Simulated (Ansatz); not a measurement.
Geometry optimisation, DFT PBE, scalar-relativistic, plane waves, PAW in Ansatz.

The input (input.yaml):

```yaml
crystal:
  lattice:
    - [-4.179, -4.179, 0.0]
    - [4.179, -4.179, 0.0]
    - [0.0, 0.0, 5.3298]
  atoms:
    - { symbol: Si, position: [0.4994317, 0.5053449, 0.0069984] }
    - { symbol: Si, position: [-0.0022658, 0.4953321, 0.2631464] }
    - { symbol: O, position: [0.1876185, 0.4970377, 0.0075001] }
    - { symbol: O, position: [0.0035866, 0.1925918, 0.2536293] }
    - { symbol: O, position: [0.8013805, 0.5090473, -0.003502] }
    - { symbol: O, position: [-0.0013907, 0.8041094, 0.2437954] }
    - { symbol: Si, position: [0.498788, 0.4979817, 0.5030347] }
    - { symbol: Si, position: [0.0058226, 0.4979241, 0.7484079] }
    - { symbol: O, position: [0.1944885, 0.5047827, 0.4938757] }
    - { symbol: O, position: [-0.0008465, 0.1952054, 0.744345] }
    - { symbol: O, position: [0.8115727, 0.4944309, 0.5101435] }
    - { symbol: O, position: [-0.0032061, 0.8147503, 0.7398832] }
    - { symbol: Si, position: [0.0007421, -0.0028859, 0.0013478] }
    - { symbol: Sn, position: [0.5062717, -0.0046742, 0.2460809] }
    - { symbol: O, position: [0.6979464, 0.0081238, -0.0024187] }
    - { symbol: O, position: [0.488608, 0.6965151, 0.2532379] }
    - { symbol: O, position: [0.306179, -0.0030903, 0.0111871] }
    - { symbol: O, position: [0.5006269, 0.3069667, 0.2627124] }
    - { symbol: Si, position: [0.0020676, 0.0069053, 0.5041485] }
    - { symbol: O, position: [0.6954074, -0.0018438, 0.5015114] }
    - { symbol: O, position: [0.5143691, 0.6980196, 0.7454264] }
    - { symbol: O, position: [0.2958805, -0.0078663, 0.5002651] }
    - { symbol: O, position: [0.5011361, 0.3060356, 0.7483867] }
basis:
  ecutwfc: 420.0
kpoints:
  mp_grid: { grid: [2, 2, 2] }
hamiltonian:
  xc: pbe
  pseudopotentials: { kind: paw, azcp: { folder: soft_1 } }
scf:
  occupations: { method: gaussian, width: 0.05 }
  lower_state_search: "off"
relax:
  f_tol: 0.03
  max_steps: 60
  adjacent_minimum: "off"
```

Run as:

```bash
$ ansatz run input.yaml --threads 1 --pin off --max-ram 3072MiB --backend cpu --events-out ev --progress --plain --runs-dir out
```

Task: Where does it end, and by what steps?

Result: The forces met the threshold. Limits of this set-up: coarse k mesh, no spin, though dangling bonds at a vacancy may carry it, a small cell, in which the defect meets its images. After 4 steps the energy has fallen by 5.254 eV; O17 moved furthest, 0.26 Å.

| step | energy less start (eV) | largest force component (eV/Å) | accepted |
| --- | --- | --- | --- |
| 0 | 0.0000 | 7.900 | yes |
| 1 | -4.2709 | 2.450 | yes |
| 2 | -5.2394 | 0.435 | yes |
| 3 | -5.2536 | 0.035 | yes |
| 4 | -5.2540 | 0.019 | yes |

```xyz
23
Lattice="-4.1790 -4.1790 0.0000 4.1790 -4.1790 0.0000 0.0000 0.0000 5.3298" Properties=species:S:1:pos:R:3
Si 0.001 -4.182 -0.017
Si 2.091 -2.092 1.340
O 1.283 -2.900 0.009
O 0.823 -0.823 1.340
O -1.280 -5.465 0.008
O 3.359 -3.361 1.340
Si 0.001 -4.182 2.697
Si 2.091 -2.092 4.005
O 1.283 -2.899 2.672
O 0.848 -0.848 4.006
O -1.281 -5.464 2.672
O 3.333 -3.337 4.004
Si 0.001 -0.002 -0.014
Sn -2.088 -2.093 1.340
O -3.006 -3.006 -0.151
O 0.743 -4.922 1.340
O -1.172 -1.177 -0.150
O -0.740 -3.442 1.340
Si 0.001 -0.003 2.695
O -3.005 -3.007 2.831
O 0.781 -4.961 4.005
O -1.171 -1.179 2.830
O -0.779 -3.402 4.005
```

The run took 10 s on 1 thread of AMD EPYC 9R45 96-Core Processor (Zen 5), with other jobs on the host, peak memory 0.55 GiB.
